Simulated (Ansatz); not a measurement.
# SiBiC4: the cost of one run

Computed with Ansatz 0.2.0 (DFT PBE, scalar-relativistic, plane waves, PAW, unless a step's input says otherwise).

## 1. The starting structure

It takes space group P6/mmm (No. 191, hexagonal). Conventional cell: a = 3.495 Å, b = 3.495 Å, c = 7.549 Å, α = 90.00°, β = 90.00°, γ = 120.00°. Si (site symmetry 6/mmm) is surrounded by 12 C at 2.76 Å. Around Bi (site symmetry 6/mmm) lie 12 C at 2.76 Å. C (site symmetry 3m) is surrounded by 3 C at 2.02 Å and 3 Si at 2.76 Å and 3 Bi at 2.76 Å.

Coordinates:

```
CELL_PARAMETERS angstrom
3.49504 0.00000 0.00000
-1.74752 3.02680 0.00000
0.00000 0.00000 7.54929
ATOMIC_POSITIONS crystal
Si 0.00000 0.00000 0.50000
Bi 0.00000 0.00000 0.00000
C 0.33333 0.66667 0.25000
C 0.33333 0.66667 0.75000
C 0.66667 0.33333 0.25000
C 0.66667 0.33333 0.75000
```

A structure generator made this guess: ordered mixture on the cation sites of aluminium diboride (P6/mmm, No. 191). The dimensions are guesses.

## 2. A first look at the guess

input.yaml reads:

```yaml
crystal:
  lattice:
    - [3.49504188, 0.0, 0.0]
    - [-1.74752094, 3.02679506, 0.0]
    - [0.0, 0.0, 7.54929046]
  atoms:
    - { symbol: Si, position: [0.0, 0.0, 0.5] }
    - { symbol: Bi, position: [0.0, 0.0, 0.0] }
    - { symbol: C, position: [0.33333333, 0.66666667, 0.25] }
    - { symbol: C, position: [0.33333333, 0.66666667, 0.75] }
    - { symbol: C, position: [0.66666667, 0.33333333, 0.25] }
    - { symbol: C, position: [0.66666667, 0.33333333, 0.75] }
basis:
  ecutwfc: 420
kpoints:
  mp_grid: { grid: [6, 6, 2] }
hamiltonian:
  xc: pbe
scf:
  occupations: { method: gaussian, width: 0.1 }
  lower_state_search: "off"
output:
  forces: true
  stress: true
  eigenvalues: true
```

The run is started by

```sh
ansatz run input.yaml --threads 1 --pin off --max-ram 2048MiB --backend cpu --events-out ev --progress --plain --runs-dir out
```

Q: Estimate wall time and peak memory on 1 thread of Intel Xeon Platinum 8175M at 2.50GHz (Skylake/Cascade Lake), shared host.

About 2.5 s, with a peak of 0.4 GiB.
